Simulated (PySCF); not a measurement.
# A diatomic session: ZnF

One table from this session's results is given with a row withheld; the runs are named, their logs left out.

Computed with PySCF 2.14.0. Level: Zn jorge-DZP-DKH, F jorge-DZP-DKH, spin-free X2C with a Gaussian nucleus.

Set-up of the first run:

Settings of the job:

```json
{"atoms": "Zn, F", "charge": "0", "basis": "Zn jorge-DZP-DKH, F jorge-DZP-DKH", "Hamiltonian": "spin-free X2C with a Gaussian nucleus", "basis functions": "58", "electrons treated": "39", "masses in u": "63.9291, 18.9984", "levels": "PBE0, PBE, r²SCAN, M06-2X, revPBE, M06, ωB97X, HF, MP2, SCS-MP2, CCSD, CCSD(T)", "grid": "80 radial by 434 angular points", "occupations": "held fixed by the projection of orbital angular momentum", "dissociation limit": "Zn + F, each in its ground configuration", "starting distance in angstrom": "1.805", "values of 2S to try": "1, 3"}
```

Started as:

```console
$ OMP_NUM_THREADS=1 python dia.py task.json out
```

Steps of the session up to this table: Set-up; The PBE0 curve of the state that the search chose; Excited determinants; PBE (GGA); r²SCAN (meta-GGA); M06-2X; revPBE (GGA); M06; ωB97X (range-separated hybrid); UHF (mean field); Correlated methods on the Hartree–Fock reference.

One table of the session follows, with a row left open; its other results are not shown here.

It belongs to the step «The curves together». Energy (eV) from each level's lowest point:

```
R (Å)    UHF  UHF-MP2  UHF-SCS-MP2  UHF-CCSD  UHF-CCSD(T)
1.537  1.105    1.052        1.077       n/a          n/a
1.608  0.481    0.453        0.469     0.472        0.476
1.680  0.146    0.133        0.142     0.143        0.146
1.733  0.030    0.025        0.029     0.030        0.031
1.787  0.000    0.000        0.000     0.000        0.000
1.841      ?        ?            ?         ?            ?
1.912  0.150    0.158        0.149     0.148        0.143
2.001  0.371    0.383        0.369     0.366        0.357
2.109  0.699    0.715        0.695     0.688        0.672
2.252  1.176    1.195        1.170       n/a          n/a
```

Estimate the missing values for R (Å) = 1.841.

Worked estimate for «UHF». A straight line through the neighbours (1.787, 0.000) and (1.912, 0.150) gives 0.000 + (0.150 − 0.000) × (1.841 − 1.787) / (1.912 − 1.787) = 0.065; a parabola fitted to 4 rows on both sides gives 0.040.

As computed: UHF: 0.033; UHF-MP2: 0.038; UHF-SCS-MP2: 0.034; UHF-CCSD: 0.033; UHF-CCSD(T): 0.031. In «UHF» the line misses by +0.032 and the parabola by +0.007.
